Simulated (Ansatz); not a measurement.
Task: harmonic frequencies at the relaxed geometry of BFH₄SSi, SMILES B[SiH](F)S, with Ansatz's Python interface. Give the script and its output. Level of theory (for the species named): B3LYP, def2-SVP basis, multiplicity 1.

```yaml
atoms:
  - { symbol: B, position_ang: [-0.7984, 0.9940, 0.2096] }
  - { symbol: Si, position_ang: [0.7397, -0.0376, -0.0863] }
  - { symbol: F, position_ang: [1.3946, -0.4292, 1.3902] }
  - { symbol: S, position_ang: [0.2884, -1.8221, -1.1348] }
  - { symbol: H, position_ang: [-1.4741, 1.4085, -0.7455] }
  - { symbol: H, position_ang: [-1.1898, 1.3240, 1.2940] }
  - { symbol: H, position_ang: [1.7402, 0.7317, -0.8796] }
  - { symbol: H, position_ang: [-0.6086, -2.2265, -0.1035] }
```

`bfh4ssi.py`
```python
'''Harmonic frequencies of BFH4SSi at its relaxed geometry.'''

import ansatz as az
import numpy as np

GEOMETRY = '''
B    -0.79840    0.99400    0.20960
Si    0.73970   -0.03760   -0.08630
F     1.39460   -0.42920    1.39020
S     0.28840   -1.82210   -1.13480
H    -1.47410    1.40850   -0.74550
H    -1.18980    1.32400    1.29400
H     1.74020    0.73170   -0.87960
H    -0.60860   -2.22650   -0.10350
'''

mol = az.Crystal.molecule()
for line in GEOMETRY.strip().splitlines():
    symbol, *xyz = line.split()
    mol = mol.atom(symbol, [float(v) for v in xyz])

model = mol.calculation()
model = model.basis(gaussian='def2-SVP')
model = model.functional('b3lyp')
symbols = [site.symbol for site in mol.cartesian_sites]
start = np.array([site.position_ang for site in mol.cartesian_sites], dtype=float)
report = model.relax(force_tolerance=0.003).run().report
end = np.array(report['positions_ang'])

print('bond        before    after (A)')
for i, j in [(0, 1), (0, 4), (0, 5), (1, 2), (1, 3), (1, 6), (3, 7)]:
    d0, d1 = (np.linalg.norm(xyz[i] - xyz[j]) for xyz in (start, end))
    print(f'{symbols[i]}{i}-{symbols[j]}{j}'.ljust(10), f'{d0:8.4f} {d1:8.4f}')
for i, j, k in [(1, 0, 4), (1, 0, 5), (4, 0, 5), (0, 1, 2), (0, 1, 3), (0, 1, 6), (2, 1, 3), (2, 1, 6)]:
    u, v = end[i] - end[j], end[k] - end[j]
    print(f'angle {symbols[i]}{i}-{symbols[j]}{j}-{symbols[k]}{k}: {np.degrees(np.arccos(np.clip(u @ v / np.linalg.norm(u) / np.linalg.norm(v), -1, 1))):.2f} deg')

# same settings at the minimum
minimum = az.Crystal.molecule()
for symbol, xyz in zip(symbols, end):
    minimum = minimum.atom(symbol, xyz.tolist())
vibrating = minimum.calculation()
vibrating = vibrating.basis(gaussian='def2-SVP')
vibrating = vibrating.functional('b3lyp').phonons(temperatures=(298.15, 498.15, 100))
vib = vibrating.run().report['vibrations']
sums = vib['harmonic_sums']
modes = [m['omega_inv_cm'] for m in sums['modes_at_gamma'] if m['rigid_motion'] == 'no']
print('frequencies (1/cm):', ' '.join(f'{w:.0f}' for w in modes))
print('imaginary modes:', sum(w < 0 for w in modes), ' zero-point energy:', round(sums['zero_point_energy_ev'], 4), 'eV')
print('T (K)   F_vib (eV)   S_vib (meV/K)   C_vib (meV/K)')
for row in zip(sums['temperatures_k'], sums['vibrational_free_energy_ev'], vib['entropy_ev_per_k'], vib['heat_capacity_ev_per_k']):
    print(f'{row[0]:6.1f} {row[1]:11.4f} {1000 * row[2]:13.4f} {1000 * row[3]:15.4f}')
```

```console
$ python bfh4ssi.py
bond        before    after (A)
B0-Si1       1.8755   1.9802
B0-H4        1.2412   1.2048
B0-H5        1.1992   1.2056
Si1-F2       1.6620   1.6324
Si1-S3       2.1184   2.1725
Si1-H6       1.4907   1.4849
S3-H7        1.4254   1.3546
angle Si1-B0-H4: 120.59 deg
angle Si1-B0-H5: 119.84 deg
angle H4-B0-H5: 118.91 deg
angle B0-Si1-F2: 115.85 deg
angle B0-Si1-S3: 95.30 deg
angle B0-Si1-H6: 120.48 deg
angle F2-Si1-S3: 111.70 deg
angle F2-Si1-H6: 107.40 deg
frequencies (1/cm): 80 196 226 273 328 482 583 643 703 823 841 896 913 1151 2257 2580 2665 2680
imaginary modes: 0  zero-point energy: 1.1356 eV
T (K)   F_vib (eV)   S_vib (meV/K)   C_vib (meV/K)
 298.1      1.0613        0.5804          0.6726
 398.1      0.9922        0.7978          0.8298
 498.1      0.9023        0.9966          0.9426
```

The frequencies are harmonic and unscaled, in a modest basis. The result belongs to the one conformer reached from this start, and soft torsions count as harmonic oscillators. b3lyp holds the VWN-RPA fit, as in Gaussian; the form of ORCA and Turbomole is b3lyp5. Timing: 110 s on 1 thread of Intel(R) Xeon(R) 6975P-C (Granite Rapids) (shared host), peak memory 0.24 GiB.

(Lines on the test bed's own set-up are left out of the output.)
